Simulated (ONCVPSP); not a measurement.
# An ONCV potential for Cr, from input to tests

Do these settings give a usable potential? It is generated, then checked for transferability, scattering, ghosts and hardness.

Program: ONCVPSP 4.0.1. Reference atom: PBE, fully relativistic, spherical and spin-unpolarised. All values are calculated.

## Step 1: Starting point

The settings as typed:

```
element                 : chromium (Cr, Z = 24)
type                    : optimised norm-conserving Vanderbilt (ONCV)
frozen core             : [Ne]
valence charge          : 14
reference configuration : 3s2 3p6 3d5 4s0.75 (charge +0.25)
partial waves           : 3s+4s: rc 1.60 bohr, ncon 4, nbas 7, qcut 8 1/bohr, 3 projectors, debl 2.5 Ha; 3p: rc 1.10 bohr, ncon 5, nbas 10, qcut 10.9 1/bohr, 2 projectors, debl 0.6 Ha; 3d: rc 1.15 bohr, ncon 3, nbas 7, qcut 14.1 1/bohr, 3 projectors, debl 3 Ha
local potential         : polynomial inside 0.85 bohr (lpopt 4, dvloc0 0 Ha)
core correction         : Teter function, fcfact 5, rcfact 1.6
```

## Step 2: The generation run

Cr.dat reads:

```
# ATOM AND REFERENCE CONFIGURATION
# atsym  z   nc   nv     iexc    psfile
  Cr 24.00    3    4        4      upf
#
#   n    l    f
    1    0    2.00
    2    0    2.00
    2    1    6.00
    3    0    2.00
    3    1    6.00
    3    2    5.00
    4    0    0.75
#
# PSEUDOPOTENTIAL AND OPTIMIZATION
# lmax
    2
#
#   l,   rc,      ep,       ncon, nbas, qcut
    0    1.60    0.00    4    7    8.00
    1    1.10    0.00    5   10   10.90
    2    1.15    0.00    3    7   14.10
#
# LOCAL POTENTIAL
# lloc, lpopt,  rc(5),   dvloc0
    4    4    0.85    0.00
#
# VANDERBILT-KLEINMAN-BYLANDER PROJECTORs
# l, nproj, debl
    0    3    2.50
    1    2    0.60
    2    3    3.00
#
# MODEL CORE CHARGE
# icmod, fcfact, rcfact
    3    5.00    1.60
#
# LOG DERIVATIVE ANALYSIS
# epsh1, epsh2, depsh
   -4.00    5.00    0.02
#
# OUTPUT GRID
# rlmax, drl
    6.00    0.01
#
# TEST CONFIGURATIONS
# ncnf
    4
# nvcnf
#   n    l    f
    4
    3    0    2.00
    3    1    6.00
    3    2    5.00
    4    0    1.00
#
    4
    3    0    2.00
    3    1    6.00
    3    2    5.00
    4    0    0.00
#
    4
    3    0    2.00
    3    1    6.00
    3    2    4.00
    4    0    0.00
#
    4
    3    0    2.00
    3    1    6.00
    3    2    5.00
    4    0    0.50
#
```

Run with:

```
$ oncvpspr.x < Cr.dat > Cr.out
```

What does the calculation give? Wanted: cutoffs for 1 and 0.1 mHa per electron, occupied waves; bound ghosts; GHOST(+) flags; largest test error; largest phase difference near zero energy, channels read; rms error of d²Exc/dn², without and with the model core; projector energies reset by the program.

**Answer**, as computed:

| quantity | value |
| --- | --- |
| cutoffs for 1 and 0.1 mHa per electron, occupied waves | 68 Ha and 79 Ha |
| bound ghosts | none found |
| GHOST(+) flags | none at low energy |
| largest test error (AE − PS) | +0.6 meV, for 3s2 3p6 3d5 4s0 |
| largest phase difference near zero energy, channels read | 0.000 rad |
| rms error of d²Exc/dn², without and with the model core | 7.80 and 4.28 mHa |
| projector energies reset by the program | p: -1.716, 0.250 Ha |

**Reading.** By total energies transferability is very good: the largest error is 0.6 meV on 5.7 eV, for 3s2 3p6 3d5 4s0. It counts as very hard, with 68 Ha needed at the looser tolerance. At the looser tolerance the 3d wave is the slowest; 3p needs 38 Ha. No bound ghost shows below the valence levels. Near zero energy the phases of the channels with partial waves agree within 0.001 rad.
